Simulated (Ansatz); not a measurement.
# BeCdCu3: the cost of one run

Computed with Ansatz 0.2.0 (DFT PBE, scalar-relativistic, plane waves, PAW, unless a step's input says otherwise).

3 further runs of the same task are left out: 2 that didn't finish, 1 set aside as unsound or not needed.

**1. The starting structure**

Symmetry: Cmmm, No. 65, orthorhombic system. Conventional cell: a = 4.333 Å, b = 7.463 Å, c = 4.997 Å, α = 90.00°, β = 90.00°, γ = 90.00°. Be (site symmetry mmm) is surrounded by 6 Cu at 2.16 to 2.17 Å. Cd (site symmetry mmm) has 2 Be at 2.50 Å as nearest neighbours. Cu (site symmetry mmm) has 4 Cu at 2.16 Å and 2 Be at 2.17 Å as nearest neighbours. Cu (site symmetry 2/m) is surrounded by 2 Be at 2.16 Å and 4 Cu at 2.16 to 2.17 Å.

Structure file:

```xyz
5
Lattice="2.1663 -3.7314 0.0000 2.1663 3.7314 0.0000 0.0000 0.0000 4.9973" Properties=species:S:1:pos:R:3 pbc="T T T"
Be    0.0000    0.0000    2.4987
Cd    0.0000    0.0000    0.0000
Cu    2.1663    0.0000    2.4987
Cu    1.0831    1.8657    2.4987
Cu    1.0831   -1.8657    2.4987
```

The cell is invented: random cell by space group and Wyckoff sites (Cmmm, No. 65). Its size is a rough estimate.

**2. A first look at the guess**

Contents of input.yaml:

```yaml
crystal:
  lattice:
    - [2.16629223, -3.73138982, 0.0]
    - [2.16629223, 3.73138982, 0.0]
    - [0.0, 0.0, 4.99732126]
  atoms:
    - { symbol: Be, position: [0.0, 0.0, 0.5] }
    - { symbol: Cd, position: [0.0, 0.0, 0.0] }
    - { symbol: Cu, position: [0.5, 0.5, 0.5] }
    - { symbol: Cu, position: [0.0, 0.5, 0.5] }
    - { symbol: Cu, position: [0.5, 0.0, 0.5] }
basis:
  ecutwfc: 420
kpoints:
  mp_grid: { grid: [4, 4, 4] }
hamiltonian:
  xc: pbe
scf:
  occupations: { method: gaussian, width: 0.1 }
  lower_state_search: "off"
output:
  forces: true
  stress: true
  eigenvalues: true
```

On the command line:

```
$ ansatz run input.yaml --threads 1 --pin off --max-ram 2560MiB --backend cpu --events-out ev --progress --plain --runs-dir out
```

**Question.** How long does this run take on 1 thread of Arm Neoverse V1, shared host, and how much memory does it need?

About 5.3 s, with a peak of 0.38 GiB.
